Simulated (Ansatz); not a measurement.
# C₄H₆F₂O: small, medium and large basis sets

Aim: see how fast density functionals converge with the basis set for C₄H₆F₂O.

Computed with Ansatz 0.2.0, Gaussian basis. Level: one geometry, several basis sets.

Levels to be run: PBE0-D4/def2-SVP; ωB97M-V/def2-SVP; PBE0-D4/def2-QZVPP; ωB97M-V/def2-QZVPP; the functionals' def2-TZVPP values are taken from earlier runs.

### 1 Structure used throughout

All runs share one geometry, relaxed beforehand with PBE0-D4 in a triple-zeta def2 set.

SMILES `F[C@H]1COC[C@@H]1F`, 13 atoms, charge 0, spin multiplicity 1.

Atoms are counted from 1 here; the program's logs count them from 0.

Bond lengths: F1–C2 1.384 Å, C2–C3 1.510 Å, C2–C6 1.521 Å, C2–H8 1.091 Å, C3–O4 1.417 Å, C3–H9 1.096 Å, C3–H10 1.093 Å, O4–C5 1.417 Å, C5–C6 1.510 Å, C5–H11 1.093 Å, C5–H12 1.096 Å, C6–F7 1.384 Å, C6–H13 1.091 Å. Angles: F1–C2–C3 110.5°, F1–C2–C6 107.9°, F1–C2–H8 108.7°, C3–C2–C6 101.8°, C3–C2–H8 114.5°, C6–C2–H8 113.1°, C2–C3–O4 106.6°, C2–C3–H9 109.9°, C2–C3–H10 111.2°, O4–C3–H9 110.1°, O4–C3–H10 109.8°, H9–C3–H10 109.2°, C3–O4–C5 109.9°, O4–C5–C6 106.7°, O4–C5–H11 109.8°, O4–C5–H12 110.1°, C6–C5–H11 111.2°, C6–C5–H12 109.9° and more.

### 2 PBE0-D4 in def2-SVP

in.yaml reads:

```yaml
crystal:
  periodic: [false, false, false]
  atoms:
    - {symbol: F, position_ang: [-0.289126, -1.730353, 0.948177]}
    - {symbol: C, position_ang: [0.000428, -0.377223, 0.986873]}
    - {symbol: C, position_ang: [1.310834, -0.095383, 0.290751]}
    - {symbol: O, position_ang: [1.018108, 0.030544, -1.090237]}
    - {symbol: C, position_ang: [-0.383426, 0.121025, -1.280724]}
    - {symbol: C, position_ang: [-0.992687, 0.338257, 0.084167]}
    - {symbol: F, position_ang: [-0.975704, 1.682226, 0.415511]}
    - {symbol: H, position_ang: [-0.042898, -0.039824, 2.023665]}
    - {symbol: H, position_ang: [1.741501, 0.838603, 0.670782]}
    - {symbol: H, position_ang: [2.024001, -0.908551, 0.445323]}
    - {symbol: H, position_ang: [-0.612919, 0.951168, -1.953008]}
    - {symbol: H, position_ang: [-0.764792, -0.810535, -1.715396]}
    - {symbol: H, position_ang: [-2.012717, -0.034856, 0.188914]}
basis:
  gaussian: {orbitals: def2-SVP}
hamiltonian: {xc: pbe0, dispersion: d4}
output: {orbitals: {seedname: orbitals}}
```

Command:

```sh
$ ansatz run in.yaml --threads 4 --pin off --events-out ev --progress --plain --max-ram 11315MiB
```

After this run come: ωB97M-V in def2-SVP; PBE0-D4 in def2-QZVPP; ωB97M-V in def2-QZVPP.

Before running them: what should the planned runs give, taken together? Wanted: PBE0-D4: double and triple zeta above quadruple; ωB97M-V: double and triple zeta above quadruple.

The runs gave:

| quantity | value |
| --- | --- |
| PBE0-D4: double and triple zeta above quadruple | 14.34, 0.61 eV |
| ωB97M-V: double and triple zeta above quadruple | 14.72, 0.59 eV |

PBE0-D4 gains 13.73 eV from double to triple zeta, then 0.61 eV more. These are total energies; as a rule much of such shifts cancels in differences, which this series doesn't test. The LUMO of ωB97M-V is positive and keeps falling with the basis (3.67 to 2.02 eV): an unbound level that the basis holds in place.
